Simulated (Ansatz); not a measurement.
# CsHf2: the cost of one run

Computed with Ansatz 0.2.0 (DFT PBE, scalar-relativistic, plane waves, PAW, unless a step's input says otherwise).

## (1) The starting structure

It takes space group Fd-3m (No. 227, cubic). The conventional cell has a = 9.131 Å, b = 9.131 Å, c = 9.131 Å, α = 90.00°, β = 90.00°, γ = 90.00°. Around Cs (site symmetry -43m) lie 12 Hf at 3.79 Å and 4 Cs at 3.95 Å. Around Hf (site symmetry -3m) lie 6 Hf at 3.23 Å.

As a file:

```xyz
6
Lattice="0.0000 4.5653 4.5653 4.5653 0.0000 4.5653 4.5653 4.5653 0.0000" Properties=species:S:1:pos:R:3 pbc="T T T"
Cs    4.5653    4.5653    4.5653
Cs    6.8480    6.8480    6.8480
Hf    1.1413    3.4240    3.4240
Hf    1.1413    1.1413    1.1413
Hf    3.4240    3.4240    1.1413
Hf    3.4240    1.1413    3.4240
```

Recipe of the guess: species swapped into a database cell of YRh2 (Fd-3m, No. 227), with Cs on the Y sites and Hf on the Rh sites. The dimensions are guesses.

## (2) Probe: one point on a coarse mesh

File input.yaml:

```yaml
crystal:
  lattice:
    - [0.0, 4.56531864, 4.56531864]
    - [4.56531864, 0.0, 4.56531864]
    - [4.56531864, 4.56531864, 0.0]
  atoms:
    - { symbol: Cs, position: [0.5, 0.5, 0.5] }
    - { symbol: Cs, position: [0.75, 0.75, 0.75] }
    - { symbol: Hf, position: [0.625, 0.125, 0.125] }
    - { symbol: Hf, position: [0.125, 0.125, 0.125] }
    - { symbol: Hf, position: [0.125, 0.125, 0.625] }
    - { symbol: Hf, position: [0.125, 0.625, 0.125] }
basis:
  ecutwfc: 420
kpoints:
  mp_grid: { grid: [4, 4, 4] }
hamiltonian:
  xc: pbe
scf:
  occupations: { method: gaussian, width: 0.1 }
  lower_state_search: "off"
output:
  forces: true
  stress: true
  eigenvalues: true
```

Command:

```bash
ansatz run input.yaml --threads 1 --pin off --max-ram 2560MiB --backend cpu --events-out ev --progress --plain --runs-dir out
```

Q: Estimate wall time and peak memory on 1 thread of Intel Xeon 6975P-C (Granite Rapids), shared host.

About 7.8 s, with a peak of 0.55 GiB.
